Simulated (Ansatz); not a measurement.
# ZnReH: the cost of one run

Program: Ansatz 0.2.0. Level of theory: DFT PBE, scalar-relativistic, plane waves, PAW. These are calculated values, not measurements.

### 1 The starting structure

It takes space group P4/mmm (No. 123, tetragonal). The conventional cell has a = 3.301 Å, b = 3.301 Å, c = 3.369 Å, α = 90.00°, β = 90.00°, γ = 90.00°. Zn (site symmetry 4/mmm) has 2 H at 1.68 Å as nearest neighbours. Re (site symmetry 4/mmm) has 4 H at 2.33 Å as nearest neighbours. H (site symmetry 4/mmm) is surrounded by 2 Zn at 1.68 Å and 4 Re at 2.33 Å.

Structure file:

```cif
data_structure
_symmetry_space_group_name_H-M 'P 1'
_symmetry_Int_Tables_number 1
_cell_length_a 3.3014
_cell_length_b 3.3014
_cell_length_c 3.3693
_cell_angle_alpha 90.000
_cell_angle_beta 90.000
_cell_angle_gamma 90.000
_cell_volume 36.72
loop_
_atom_site_label
_atom_site_type_symbol
_atom_site_fract_x
_atom_site_fract_y
_atom_site_fract_z
_atom_site_occupancy
Zn1 Zn 0.50000 0.50000 0.50000 1
Re1 Re 0.00000 0.00000 0.00000 1
H1 H 0.50000 0.50000 0.00000 1
```

A structure generator made this guess: species swapped into a database cell of HoCoC (P4/mmm, No. 123), with Re on the Ho sites, Zn on the Co sites and H on the C sites. Its size is a rough estimate.

### 2 A first look at the guess

Input file input.yaml:

```yaml
crystal:
  lattice:
    - [3.3014298, 0.0, 0.0]
    - [0.0, 3.3014298, 0.0]
    - [0.0, 0.0, 3.36931095]
  atoms:
    - { symbol: Zn, position: [0.5, 0.5, 0.5] }
    - { symbol: Re, position: [0.0, 0.0, 0.0] }
    - { symbol: H, position: [0.5, 0.5, 0.0] }
basis:
  ecutwfc: 420
kpoints:
  mp_grid: { grid: [6, 6, 6] }
hamiltonian:
  xc: pbe
scf:
  occupations: { method: gaussian, width: 0.1 }
  lower_state_search: "off"
output:
  forces: true
  stress: true
  eigenvalues: true
```

Command:

```sh
ansatz run input.yaml --threads 1 --pin off --max-ram 2560MiB --backend cpu --events-out ev --progress --plain --runs-dir out
```

Q: Estimate wall time and peak memory on 1 thread of Arm Neoverse V1, shared host.

About 1.7 s, with a peak of 0.31 GiB.
